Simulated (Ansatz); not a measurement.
# Al: the cost of one run

Program: Ansatz 0.2.0. Level of theory: DFT PBEsol, scalar-relativistic, plane waves, PAW. These are calculated values, not measurements.

### 1 Starting point

It takes space group P3_121 (No. 152, trigonal). Conventional cell: a = 3.716 Å, b = 3.716 Å, c = 4.216 Å, α = 90.00°, β = 90.00°, γ = 120.00°. Al (site symmetry 2) is surrounded by 2 Al at 2.02 Å.

Coordinates:

```
Al
1.0
     3.71573    0.00000    0.00000
    -1.85787    3.21792    0.00000
     0.00000    0.00000    4.21563
Al
3
Direct
  0.22540 0.00000 0.33333
  0.00000 0.22540 0.66667
  0.77460 0.77460 0.00000
```

This is candidate A: trigonal selenium type (P3_121, No. 152).

(A quick probe on a coarse mesh, which set the mesh and smearing, is not shown.)

### 3 Rough relaxation on the coarse mesh (candidate A)

input.yaml reads:

```yaml
crystal:
  lattice:
    - [3.7157348468, 0.0, 0.0]
    - [-1.8578674235, 3.2179207711, 0.0]
    - [0.0, 0.0, 4.2156255675]
  atoms:
    - { symbol: Al, position: [0.2254, 0.0, 0.3333333333] }
    - { symbol: Al, position: [0.0, 0.2254, 0.6666666667] }
    - { symbol: Al, position: [0.7746, 0.7746, 0.0] }
basis:
  ecutwfc: 420
kpoints:
  mp_grid: { grid: [6, 6, 4] }
hamiltonian:
  xc: pbesol
scf:
  occupations: { method: gaussian, width: 0.1 }
  lower_state_search: "off"
output:
  forces: true
  stress: true
  eigenvalues: true
relax:
  adjacent_minimum: "off"
  f_tol: 0.04
  max_steps: 70
  cell: { stress_tol: 0.4 }
```

**Question.** How long does this run take on 1 thread of an Arm CPU, shared host, and how much memory does it need?

About 21 s, with a peak of 0.28 GiB.
